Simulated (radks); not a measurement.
# Mo in [Kr] 4d4.5 5s1 4f0.5: an all-electron calculation

The task here is to estimate one member of a computed series from the others.

The numbers are computed with radks (a radial shooting solver on a logarithmic mesh, Libxc functionals) version 1 (Dirac Kohn-Sham, LDA (Slater exchange, VWN5 correlation), spin-unpolarised, spherical densities, finite nucleus; open shells are shared between the two j in proportion to 2j + 1), except any that are marked as measured or tabulated.

### The system

| Item | Value |
| --- | --- |
| element | molybdenum (Z = 42) |
| charge | 0 |
| electrons | 42 |
| configuration | [Kr] 4d4.5 5s1 4f0.5 |
| nuclear rms radius | 4.4091 fm |

Set-up of the first run:

The run's settings:

```text
Z 42
configuration [Kr] 4d4.5 5s1 4f0.5 5p0 6s0 5d0 5f0
relativity Dirac
functional lda,vwn5
spin unpolarised
j_filling average
nucleus finite rms 4.4091 fm
c 137.035999084
```

Started as:

```
$ python run_ks.py task.json out
```

The same process makes all the runs of this session.

One of the session's tables, all rows but one given; the rest of the session is left out.

It belongs to the step «Shells». The radial density on a logarithmic grid:

| r (bohr) | 4πr²ρ (e/bohr) |
| --- | --- |
| 0.00143 | 1.579 |
| 0.00242 | 3.971 |
| 0.00410 | 9.421 |
| 0.00696 | 20.27 |
| 0.0118 | 37.00 |
| 0.0202 | 51.88 |
| 0.0342 | ? |
| 0.0579 | 46.56 |
| 0.0983 | 64.39 |
| 0.167 | 49.49 |
| 0.282 | 46.37 |
| 0.479 | 35.07 |
| 0.812 | 11.47 |
| 1.38 | 8.645 |
| 2.33 | 2.130 |
| 3.96 | 0.4321 |
| 6.77 | 0.01801 |
| 23.2 | 0.02746 |

**Question.** Estimate the row for r (bohr) = 0.0342.

Worked estimate for «4πr²ρ (e/bohr)». A straight line through the neighbours (0.0202, 51.88) and (0.0579, 46.56) gives 51.88 + (46.56 − 51.88) × (0.0342 − 0.0202) / (0.0579 − 0.0202) = 49.90; a parabola fitted to 4 rows on both sides gives 44.94.

**Answer.** 4πr²ρ (e/bohr): 50.20. In «4πr²ρ (e/bohr)» the line misses by -0.30 and the parabola by -5.26.
